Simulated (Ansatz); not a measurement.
# Alloy of KCl and RbCl (3 of 8 K sites exchanged), 16 atoms with displaced atoms

Wanted: the effect of changed settings on energy, forces, pressure and convergence.

Method: density functional theory in Ansatz 0.2.0, PAW datasets, plane waves.

## Step 1: Starting point

16 atoms (8 Cl, 5 K, 3 Rb); a = 8.993 Å, b = 8.993 Å, c = 8.993 Å, α = 60.00°, β = 60.00°, γ = 60.00°. All atoms were shaken off their sites by about 0.04 Å along each axis.

Structure file:

```
CELL_PARAMETERS angstrom
0.00000 6.35876 6.35876
6.35876 0.00000 6.35876
6.35876 6.35876 0.00000
ATOMIC_POSITIONS crystal
Cl 0.74319 0.25174 0.25695
Cl 0.24204 0.75226 0.74562
Cl 0.24325 0.75511 0.26327
Cl 0.74841 0.24993 0.75213
Cl 0.24905 0.25080 0.75060
Cl 0.75119 0.75344 0.24979
Cl 0.24042 0.25616 0.25386
Cl 0.75688 0.75854 0.73992
K 0.99968 0.00880 0.00093
K 0.50275 0.49300 0.50214
K 0.50360 0.49572 0.00417
K 0.49579 0.00731 0.99998
K 0.00266 0.50851 0.48399
Rb 0.00457 0.99470 0.49334
Rb 0.00692 0.49121 0.00594
Rb 0.48772 0.99851 0.51027
```

## Step 2: PBEsol on the given atoms

Contents of in.yaml:

```yaml
crystal:
  lattice:
    - [0.000000, 6.358764, 6.358764]
    - [6.358764, 0.000000, 6.358764]
    - [6.358764, 6.358764, 0.000000]
  atoms:
    - { symbol: Cl, position: [0.743193, 0.251745, 0.256951] }
    - { symbol: Cl, position: [0.242038, 0.752264, 0.745616] }
    - { symbol: Cl, position: [0.243248, 0.755109, 0.263267] }
    - { symbol: Cl, position: [0.748413, 0.249929, 0.752130] }
    - { symbol: Cl, position: [0.249050, 0.250799, 0.750600] }
    - { symbol: Cl, position: [0.751194, 0.753437, 0.249793] }
    - { symbol: Cl, position: [0.240423, 0.256156, 0.253863] }
    - { symbol: Cl, position: [0.756877, 0.758537, 0.739923] }
    - { symbol: K, position: [0.999678, 0.008798, 0.000927] }
    - { symbol: K, position: [0.502749, 0.493003, 0.502145] }
    - { symbol: K, position: [0.503598, 0.495724, 0.004173] }
    - { symbol: K, position: [0.495788, 0.007310, 0.999976] }
    - { symbol: K, position: [0.002660, 0.508511, 0.483994] }
    - { symbol: Rb, position: [0.004570, 0.994704, 0.493338] }
    - { symbol: Rb, position: [0.006920, 0.491213, 0.005941] }
    - { symbol: Rb, position: [0.487724, 0.998512, 0.510272] }
kpoints:
  mp_grid: { grid: [2, 2, 2], shift: [0.5, 0.5, 0.5] }
hamiltonian:
  xc: pbesol
scf:
  occupations: { method: fermi_dirac, width: 0.01 }
output:
  forces: true
  eigenvalues: true
  stress: true
  populations: true
```

The run is started by

```
ansatz run in.yaml --threads 7 --pin off --max-ram 13300MiB --runs-dir r --events-out ev --progress --plain
```

## Step 3: Run again with mixer msr1

in.yaml: that of step 2 with these lines changed.

```diff
@@ -28,2 +28,4 @@
   occupations: { method: fermi_dirac, width: 0.01 }
+  max_iter: 70
+  mixing: { algorithm: msr1 }
 output:
@@ -32,2 +34 @@
   stress: true
-  populations: true
```

## Step 4: Changed settings: mixing beta 0.4, starting moment 8 μB

in.yaml: that of step 3 with these lines changed.

```diff
@@ -26,6 +26,9 @@
   xc: pbesol
+magnetization:
+  spin_polarized: true
+  initial_magnetization: 8
 scf:
   occupations: { method: fermi_dirac, width: 0.01 }
-  max_iter: 70
-  mixing: { algorithm: msr1 }
+  max_iter: 90
+  mixing: { beta: 0.4 }
 output:
```

## Step 5: Changed settings: xc grid 3, mixing beta 0.03

in.yaml: that of step 4 with these lines changed.

```diff
@@ -24,11 +24,9 @@
   mp_grid: { grid: [2, 2, 2], shift: [0.5, 0.5, 0.5] }
+basis: { xc_grid: 3 }
 hamiltonian:
   xc: pbesol
-magnetization:
-  spin_polarized: true
-  initial_magnetization: 8
 scf:
   occupations: { method: fermi_dirac, width: 0.01 }
-  max_iter: 90
-  mixing: { beta: 0.4 }
+  max_iter: 60
+  mixing: { beta: 0.03 }
 output:
```

## Step 6: Changed settings: accuracy high, occupations cold, functional Hartree–Fock

in.yaml: that of step 5 with these lines changed.

```diff
@@ -1 +1,2 @@
+accuracy: high
 crystal:
@@ -24,9 +25,7 @@
   mp_grid: { grid: [2, 2, 2], shift: [0.5, 0.5, 0.5] }
-basis: { xc_grid: 3 }
 hamiltonian:
-  xc: pbesol
+  xc: hf
 scf:
-  occupations: { method: fermi_dirac, width: 0.01 }
-  max_iter: 60
-  mixing: { beta: 0.03 }
+  occupations: { method: cold, width: 0.01 }
+  max_iter: 90
 output:
```

## Step 7: Changed settings: dispersion rVV10, starting moment 4 μB

in.yaml: that of step 6 with these lines changed.

```diff
@@ -1,2 +1 @@
-accuracy: high
 crystal:
@@ -26,5 +25,9 @@
 hamiltonian:
-  xc: hf
+  xc: pbesol
+  dispersion: rvv10
+magnetization:
+  spin_polarized: true
+  initial_magnetization: 4
 scf:
-  occupations: { method: cold, width: 0.01 }
+  occupations: { method: fermi_dirac, width: 0.01 }
   max_iter: 90
```

**Question.** What will these runs give? Wanted: for each run, settings; status; energy from base; forces from base.

**Answer**, as computed:

| settings | status | cycles | time | energy from base (meV/atom) | forces from base (eV/Å rms) | filled to empty level on the mesh (eV) |
| --- | --- | --- | --- | --- | --- | --- |
| base | converged | 7 | 5.1 s (7 CPU threads) | 0 | 0 | 5.39 |
| mixer msr1 | converged | 7 | 4.3 s (7 CPU threads) | 0.0 | 0.000 | 5.39 |
| mixing beta 0.4, starting moment 8 μB | converged | 12 | 17 s (7 CPU threads) | 0.0 | 0.000 | 5.39 |
| xc grid 3, mixing beta 0.03 | converged | 8 | 6.5 s (7 CPU threads) | 0.0 | 0.000 | 5.39 |
| accuracy high, occupations cold, functional Hartree–Fock | converged | 21 | 2.5 min (7 CPU threads) | - | 0.065 | 13.81 |
| dispersion rVV10, starting moment 4 μB | refused | - | 0.1 s (7 CPU threads) | - | - | - |

**Reading.** Among these variants the forces move most with accuracy high, occupations cold, functional Hartree–Fock (0.065 eV/Å rms). 1 of 5 variants gave no result: dispersion rVV10, starting moment 4 μB (refused).
